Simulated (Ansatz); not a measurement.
# C2H5NOSi: one species, many methods

Aim: compute C2H5NOSi with functionals from several rungs and with coupled cluster, and see how far each lands from CCSD(T) at the basis-set limit for the atomisation energy.

Program: Ansatz 0.2.0, Gaussian basis. Level of theory: functionals in def2-TZVPP, the program's frozen cores in correlated methods. These are calculated values, not measurements.

Plan: LDA (SPW92), PBE-D4, revPBE-D4, BLYP-D4, r2SCAN-D4, B97M-V, PBE0-D4, B3LYP-D4, r2SCANh-D4, r2SCAN0-D4, HSE06-D4, BHLYP-D4, CAM-B3LYP-D4, LC-ωPBE, ωB97X-V, ωB97M-V, B2PLYP, PBE-QIDH; CCSD(T)/def2-SVP; CCSD(T)/def2-TZVPP; MP2/def2-QZVPP; extrapolation to the limit; RPA on PBE.

## (1) Structure used throughout

All runs share one geometry, relaxed beforehand with PBE0-D4 in a triple-zeta def2 set.

10 atoms, charge 0, spin multiplicity 1.

Atoms are counted from 1 here; the program's logs count them from 0.

Bond lengths: O1–C2 1.169 Å, C2–N3 1.195 Å, N3–C4 1.432 Å, C4–Si5 1.896 Å, C4–H6 1.093 Å, C4–H7 1.095 Å, Si5–H8 1.485 Å, Si5–H9 1.484 Å, Si5–H10 1.487 Å. Angles: O1–C2–N3 173.9°, C2–N3–C4 140.9°, N3–C4–Si5 111.7°, N3–C4–H6 108.5°, N3–C4–H7 110.8°, Si5–C4–H6 109.1°, Si5–C4–H7 109.9°, H6–C4–H7 106.7°, C4–Si5–H8 108.9°, C4–Si5–H9 109.6°, C4–Si5–H10 109.0°, H8–Si5–H9 109.6°, H8–Si5–H10 109.9°, H9–Si5–H10 109.9°.

## (2) LDA

This LDA is Slater exchange with PW92 correlation.

Input file in.yaml:

```yaml
crystal:
  periodic: [false, false, false]
  atoms:
    - {symbol: O, position_ang: [-1.838563, -2.568095, 0.807122]}
    - {symbol: C, position_ang: [-1.335359, -1.732640, 0.162914]}
    - {symbol: N, position_ang: [-0.931101, -0.870863, -0.560090]}
    - {symbol: C, position_ang: [0.254116, -0.114457, -0.833369]}
    - {symbol: Si, position_ang: [0.604502, 1.157697, 0.527890]}
    - {symbol: H, position_ang: [0.120196, 0.406990, -1.784233]}
    - {symbol: H, position_ang: [1.117492, -0.776980, -0.956814]}
    - {symbol: H, position_ang: [0.787487, 0.444357, 1.817892]}
    - {symbol: H, position_ang: [-0.538589, 2.097494, 0.637534]}
    - {symbol: H, position_ang: [1.842918, 1.905298, 0.183955]}
basis:
  gaussian: {orbitals: def2-TZVPP}
hamiltonian: {xc: lda}
output: {orbitals: {seedname: orbitals}}
```

On the command line:

```bash
$ ansatz run in.yaml --threads 4 --pin off --events-out ev --progress --plain --max-ram 10444MiB
```

The runs that follow: PBE-D4 (GGA); revPBE-D4 (GGA); BLYP-D4 (GGA); r2SCAN-D4 (meta-GGA); B97M-V (meta-GGA); PBE0-D4 (hybrid); B3LYP-D4 (hybrid); r2SCANh-D4 (hybrid); r2SCAN0-D4 (hybrid); HSE06-D4 (hybrid); BHLYP-D4 (hybrid); CAM-B3LYP-D4 (range-separated); LC-ωPBE (range-separated); ωB97X-V (range-separated); ωB97M-V (range-separated); B2PLYP (double hybrid); PBE-QIDH (double hybrid); CCSD(T) in def2-SVP; CCSD(T) in def2-TZVPP; MP2 in def2-QZVPP; RPA on PBE orbitals.

Before running them: what should the planned runs give, taken together? Wanted: atomisation energy, CCSD(T)/CBS; farthest beyond LDA; mean size of error, GGA; mean size of error, meta-GGA; mean size of error, hybrid; mean size of error, range-separated; mean size of error, double hybrid; gap, smallest and largest; T1 diagnostic.

As calculated:

```
                               quantity                                      value
        atomisation energy, CCSD(T)/CBS                              3876.2 kJ/mol
 functionals within 19.4 kJ/mol (0.5 %)                r2SCANh-D4, LC-ωPBE, B2PLYP
                    farthest beyond LDA                     PBE-D4 (+146.2 kJ/mol)
                mean size of error, GGA                                82.4 kJ/mol
           mean size of error, meta-GGA                                28.7 kJ/mol
             mean size of error, hybrid                                49.8 kJ/mol
    mean size of error, range-separated                                28.8 kJ/mol
      mean size of error, double hybrid                                15.9 kJ/mol
              gap, smallest and largest  5.46 eV (LDA (SPW92)), 12.48 eV (LC-ωPBE)
                          T1 diagnostic                                     0.0153
triples share of the correlation energy                                      4.4 %
```

**Reading.** LDA overbinds by 645.9 kJ/mol (17 %). PBE-D4 is off by +146.2 kJ/mol. Double hybrids carry the basis error of their MP2 part in triple zeta, and no dispersion term here, so their miss is partly the set-up's. Taken by rung, double hybrid functionals do best (15.9 kJ/mol on average) and GGA ones worst beyond LDA (82.4 kJ/mol). Misses under about 19.4 kJ/mol are within the doubt on the reference itself, which lacks core-valence correlation, relativity and higher excitations. Hartree-Fock recovers 69 % of the binding; the rest is correlation. CCSD(T) in def2-SVP is off by -208.5 kJ/mol, more than most functionals: a good method in a small basis is no reference. Orbital gaps span 5.5 to 12.5 eV; exact exchange widens them.
